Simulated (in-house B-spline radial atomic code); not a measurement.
# Hf in a hard spherical wall

What does confinement do to Hf? The free system is solved first, then the same system inside hard walls. More than one configuration is followed.

Method: scalar-relativistic (spin-free one-electron X2C) Hartree-Fock, spin-polarised, average of configuration, Fermi nucleus, basis-set limit. Code: in-house B-spline radial atomic code version 1.

## (1) The system

| Quantity | Value |
| --- | --- |
| element | hafnium (Z = 72) |
| charge | 0 |
| electrons | 72 |
| configuration | [Xe] 4f14 5d2 6s2 |
| Hamiltonian | scalar-relativistic (X2C) |
| nucleus | Fermi, rms radius 5.347 fm |

The outer shells:

[Xe] 4f14 5d2 6s2
```
[Xe] core
4f [↑↓][↑↓][↑↓][↑↓][↑↓][↑↓][↑↓]
5d [↑ ][↑ ][  ][  ][  ]
6s [↑↓]
```

Where spins are not typed, each open shell is filled with up spins first.

Input settings:

```ini
Z = 72
electrons = 72.0
configuration = [Xe] 4f14 5d2 6s2
hamiltonian = x2c
method = hf
spin_polarised = True
nucleus = fermi
rms_radius = 5.347
mass_number = 180
atomic_mass = 179.946559537
speed_of_light = 137.035999084
```

The reference is known from an earlier run: -15073.528975 hartree in all. Up to eight levels, counted from the top:

| orbital | occupation | energy (eV) | <r> (bohr) |
| --- | --- | --- | --- |
| 5s down | 1 | -79.491 | 1.150 |
| 5p up | 3 | -44.902 | 1.363 |
| 5p down | 3 | -42.569 | 1.345 |
| 4f up | 7 | -31.095 | 0.6642 |
| 4f down | 7 | -30.994 | 0.6580 |
| 6s up | 1 | -7.117 | 3.569 |
| 5d up | 2 | -6.968 | 2.352 |
| 6s down | 1 | -5.861 | 3.878 |

## (2) Wall at 9.67 bohr, configuration [Xe] 4f14 5d2 6s2

Input settings:

```ini
Z = 72
electrons = 72.0
configuration = [Xe] 4f14 5d2 6s2
hamiltonian = x2c
method = hf
spin_polarised = True
nucleus = fermi
rms_radius = 5.347
mass_number = 180
atomic_mass = 179.946559537
speed_of_light = 137.035999084
wall_radius = 9.67
```

## (3) Wall at 3.43 bohr, configuration [Xe] 4f14 5d2 6s2

The settings differ from step 2 so:

```diff
@@ -11,2 +11,2 @@
 speed_of_light = 137.035999084
-wall_radius = 9.67
+wall_radius = 3.43
```

## (4) Wall at 1.65 bohr, configuration [Xe] 4f14 5d2 6s2

The settings differ from step 3 so:

```diff
@@ -11,2 +11,2 @@
 speed_of_light = 137.035999084
-wall_radius = 3.43
+wall_radius = 1.65
```

## (5) Wall at 9.67 bohr, configuration [Kr] 4d10 4f14 5s2 5p5 5d2 6s2 6d1

Input settings:

```ini
Z = 72
electrons = 72.0
configuration = [Kr] 4d10 4f14 5s2 5p5 5d2 6s2 6d1
hamiltonian = x2c
method = hf
spin_polarised = True
nucleus = fermi
rms_radius = 5.347
mass_number = 180
atomic_mass = 179.946559537
speed_of_light = 137.035999084
wall_radius = 9.67
```

## (6) Wall at 3.43 bohr, configuration [Kr] 4d10 4f14 5s2 5p5 5d2 6s2 6d1

The settings differ from step 5 so:

```diff
@@ -11,2 +11,2 @@
 speed_of_light = 137.035999084
-wall_radius = 9.67
+wall_radius = 3.43
```

## (7) Wall at 1.65 bohr, configuration [Kr] 4d10 4f14 5s2 5p5 5d2 6s2 6d1

The settings differ from step 6 so:

```diff
@@ -11,2 +11,2 @@
 speed_of_light = 137.035999084
-wall_radius = 3.43
+wall_radius = 1.65
```

## (8) Wall at 9.67 bohr, configuration [Xe] 4f14 5d1 6s2 6f1

Input settings:

```ini
Z = 72
electrons = 72.0
configuration = [Xe] 4f14 5d1 6s2 6f1
hamiltonian = x2c
method = hf
spin_polarised = True
nucleus = fermi
rms_radius = 5.347
mass_number = 180
atomic_mass = 179.946559537
speed_of_light = 137.035999084
wall_radius = 9.67
```

## (9) Wall at 3.43 bohr, configuration [Xe] 4f14 5d1 6s2 6f1

The settings differ from step 8 so:

```diff
@@ -11,2 +11,2 @@
 speed_of_light = 137.035999084
-wall_radius = 9.67
+wall_radius = 3.43
```

## (10) Wall at 1.65 bohr, configuration [Xe] 4f14 5d1 6s2 6f1

The settings differ from step 9 so:

```diff
@@ -11,2 +11,2 @@
 speed_of_light = 137.035999084
-wall_radius = 3.43
+wall_radius = 1.65
```

Q: What do the energy and the highest level do as the wall closes in, and which configuration is lower at each radius?

As calculated:

| configuration | radius (bohr) | energy above the free system (eV) | highest level (eV) |
| --- | --- | --- | --- |
| [Xe] 4f14 5d2 6s2 | 9.67 | 0.0584 | -5.801 (6s down) |
| [Xe] 4f14 5d2 6s2 | 3.43 | 44.514 | 15.232 (6s down) |
| [Xe] 4f14 5d2 6s2 | 1.65 | 1153.88 | 304.09 (6s down) |
| [Kr] 4d10 4f14 5s2 5p5 5d2 6s2 6d1 | 9.67 | 39.599 | 0.373 (6d up) |
| [Kr] 4d10 4f14 5s2 5p5 5d2 6s2 6d1 | 3.43 | 125.66 | 52.357 (6d up) |
| [Kr] 4d10 4f14 5s2 5p5 5d2 6s2 6d1 | 1.65 | 1515.30 | 427.85 (6d up) |
| [Xe] 4f14 5d1 6s2 6f1 | 9.67 | 15.052 | 9.163 (6f up) |
| [Xe] 4f14 5d1 6s2 6f1 | 3.43 | 134.24 | 95.013 (6f up) |
| [Xe] 4f14 5d1 6s2 6f1 | 1.65 | 1528.24 | 505.10 (6f up) |

For [Xe] 4f14 5d2 6s2 the energy above the free reference is 0.0584 eV at 9.67 bohr and 1153.88 eV at 1.65 bohr. Its highest level passes zero between 9.67 and 3.43 bohr; in smaller spheres the level is positive, pushed up by confinement, and the wall keeps the electron in. Of [Xe] 4f14 5d2 6s2 and [Kr] 4d10 4f14 5s2 5p5 5d2 6s2 6d1, the first stays lower at every radius that both share. At 1.65 bohr the lowest of all 3 is [Xe] 4f14 5d2 6s2. A hard wall is a crude model of an atom's surroundings.
